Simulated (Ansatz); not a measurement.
# Mg: strong compression

Aim: compress Mg (fcc type) step by step, far beyond the usual range, and follow pressure and electronic structure. Methods of the runs shown: PAW. Its runs: cell relaxed at zero pressure (PAW); volume scaled by 1 (PAW); volume scaled by 0.9 (PAW and PAW (level accurate)); volume scaled by 0.8 (PAW); volume scaled by 0.7 (PAW and PAW (core large)); volume scaled by 0.6 (PAW and PAW (cutoff 250 eV)); volume scaled by 0.5 (PAW); volume scaled by 0.4 (PAW).

Program: Ansatz 0.2.0. Level of theory: DFT LDA, with the methods named in each step. These are calculated values, not measurements.

## (1) The system as given

The structure is cubic, space group Fm-3m (No. 225). The conventional cell has a = 4.421 Å, b = 4.421 Å, c = 4.421 Å, α = 90.00°, β = 90.00°, γ = 90.00°. Around Mg (site symmetry m-3m) lie 12 Mg at 3.13 Å.

Structure file:

```xyz
1
Lattice="0.0000 2.2106 2.2106 2.2106 0.0000 2.2106 2.2106 2.2106 0.0000" Properties=species:S:1:pos:R:3 pbc="T T T"
Mg    0.0000    0.0000    0.0000
```

Whether this phase is the stable one at these pressures isn't tested.

## (2) Cell relaxed at zero pressure, PAW

Contents of input.yaml:

```yaml
crystal:
  lattice:
    - [0.0, 2.2106235486, 2.2106235486]
    - [2.2106235486, 0.0, 2.2106235486]
    - [2.2106235486, 2.2106235486, 0.0]
  atoms:
    - { symbol: Mg, position: [0.0, 0.0, 0.0] }
kpoints:
  mp_grid: { grid: [16, 16, 16] }
scf:
  occupations: { method: fermi_dirac, width: 0.05 }
hamiltonian:
  xc: lda
  pseudopotentials: { kind: paw }
output:
  forces: true
  stress: true
relax:
  f_tol: 0.005
  max_steps: 40
  cell: {}
```

Launch:

```bash
$ ansatz run input.yaml --threads 1 --pin off --max-ram 2048MiB --backend cpu --events-out ev --progress --plain --runs-dir out
```

After this run come: Volume scaled by 1, PAW; Volume scaled by 0.9, PAW; Volume scaled by 0.9, PAW (level accurate); Volume scaled by 0.8, PAW; Volume scaled by 0.7, PAW; Volume scaled by 0.7, PAW (core large); Volume scaled by 0.6, PAW; Volume scaled by 0.6, PAW (cutoff 250 eV); Volume scaled by 0.5, PAW; Volume scaled by 0.4, PAW.

Before running it: what results should come out? Wanted: PAW pressure at 0.4 of the volume; fitted bulk modulus at zero pressure.

As calculated:

```
                                  quantity      value
         PAW pressure at 0.4 of the volume  206.4 GPa
fitted bulk modulus at zero pressure (PAW)     39 GPa
                   its pressure derivative       3.85
```

In words: By PAW the pressure climbs to 206 GPa at 0.4 of the first volume. One third-order Birch-Murnaghan curve follows these points (B₀ = 39 GPa, B′ = 3.85, misfit at most 0.06 GPa). A fit over so wide a range leans to the high pressures, so B₀ can be off by several per cent. No all-electron run checks these rows here, and frozen cores can fail under such compression. The ions are at rest, and the electrons smeared by 0.05 eV.
